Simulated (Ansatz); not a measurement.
# BP: the cost of one run

Program: Ansatz 0.2.0. Level of theory: DFT PBE, scalar-relativistic, plane waves, PAW. These are calculated values, not measurements.

1 further run of the same task is left out (it didn't finish).

## 1. The starting structure

It takes space group F-43m (No. 216, cubic). Conventional cell: a = 4.538 Å, b = 4.538 Å, c = 4.538 Å, α = 90.00°, β = 90.00°, γ = 90.00°. Around B (site symmetry -43m) lie 4 P at 1.97 Å. P (site symmetry -43m) has 4 B at 1.97 Å as nearest neighbours.

Coordinates:

```xyz
2
Lattice="0.0000 2.2690 2.2690 2.2690 0.0000 2.2690 2.2690 2.2690 0.0000" Properties=species:S:1:pos:R:3 pbc="T T T"
B     0.0000    0.0000    0.0000
P     3.4035    3.4035    3.4035
```

No relaxation comes first: the listed cell is the starting point.

## 2. Zero of the scan

input.yaml

```yaml
crystal:
  lattice:
    - [0.0, 2.269, 2.269]
    - [2.269, 0.0, 2.269]
    - [2.269, 2.269, 0.0]
  atoms:
    - { symbol: B, position: [0.0, 0.0, 0.0] }
    - { symbol: P, position: [0.75, 0.75, 0.75] }
basis:
  ecutwfc: 420
kpoints:
  mp_grid: { grid: [10, 10, 10] }
hamiltonian:
  xc: pbe
scf:
  occupations: { method: gaussian, width: 0.05 }
output:
  forces: true
  stress: true
  eigenvalues: true
  write_density: true
  write_potential: true
  elf: true
  volumetric_format: npy
```

Command:

```console
> ansatz run input.yaml --threads 1 --pin off --max-ram 1228MiB --backend cpu --events-out ev --progress --plain --runs-dir out
```

Q: Estimate wall time and peak memory on 1 thread of an x86-64 CPU, shared host.

About 2.7 s, with a peak of 0.33 GiB.
